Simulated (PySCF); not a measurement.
# Sulfur: the same states on changed settings

An exercise on one series of results from a longer session: the logs are not shown, and one member is left open.

The numbers are computed with PySCF 2.14.0 (unrestricted determinants in a Gaussian basis, no spin-orbit coupling in the energies), except any that are marked as measured or tabulated.

## The system

| Quantity | Value |
| --- | --- |
| Element | sulfur (Z = 16) |
| Basis | STO-3G |
| Hamiltonian | the non-relativistic Hamiltonian (point nucleus) |
| State 1 | S²⁺: [Ne] 3s2 3p2, high-spin 3P determinant |
| State 2 | S³⁺: [Ne] 3s2 3p1, 2P determinant |
| Methods | UHF, BP86, PBE, MP2, CCSD(T) |
| Core shells frozen in the correlated runs | valence: [Ne] (for S²⁺) |

The outer shells:

S2+ [Ne] 3s2 3p2
```
[Ne] core
3s [↑↓]
3p [↑ ][↑ ][  ]
```

S3+ [Ne] 3s2 3p1
```
[Ne] core
3s [↑↓]
3p [↑ ][  ][  ]
```

The sound run (def2-SVP, the non-relativistic Hamiltonian (point nucleus), symmetry-adapted start, fine grid, valence correlation) gave:

```tsv
species	method	energy (hartree)
S²⁺	UHF	-396.19036
S²⁺	BP86	-396.76552
S²⁺	PBE	-396.56261
S²⁺	MP2 (valence)	-396.24436
S²⁺	CCSD(T) (valence)	-396.26683
S³⁺	UHF	-394.93820
S³⁺	BP86	-395.48589
S³⁺	PBE	-395.28430
S³⁺	MP2 (valence)	-394.98079
S³⁺	CCSD(T) (valence)	-395.00222
```

The runs were made by one driver on top of PySCF. The scripts below sum up each run's settings (the driver also hands on starting orbitals that pick excited configurations, and frozen orbitals as a list rather than a count), and the logs come from the driver's own runs. The driver starts from symmetry-adapted Hartree-Fock orbitals, holds the occupation by maximum overlap and uses a logarithmic radial grid for functionals, so a plain start would take other cycles.

Set-up of the first run:

It was started by

```console
OMP_NUM_THREADS=1 python atomrun2.py TASK.json OUT
```

The input, input.py:

```python
from pyscf import gto, scf, dft, mp, cc
import basis_set_exchange as bse
mol = gto.M(atom="S 0 0 0", charge=2, spin=2, symmetry="D2h",
            basis=gto.basis.parse(bse.get_basis("STO-3G", elements=["S"], fmt="nwchem", header=False)))
mf = scf.UHF(mol)
mf.irrep_nelec = {'Ag': (3, 3), 'B1u': (2, 1), 'B2u': (2, 1), 'B3u': (1, 1)}
mf.kernel()
```

Steps of the session up to this table: Changed run, S²⁺: the ladder of methods; Changed run, S³⁺, method by method.

One table of the session follows, with a row left open; its other results are not shown here.

Ionisation energy of S²⁺:

```
 method  sound run (eV)
    UHF          34.073
   BP86          34.821
    PBE          34.785
    MP2          34.383
SCS-MP2          34.300
   CCSD               ?
CCSD(T)          34.412
```

Estimate the missing values for CCSD.

**Answer.** sound run (eV): 34.404. In the column «sound run (eV)» it lies between MP2 (34.383) and CCSD(T) (34.412).
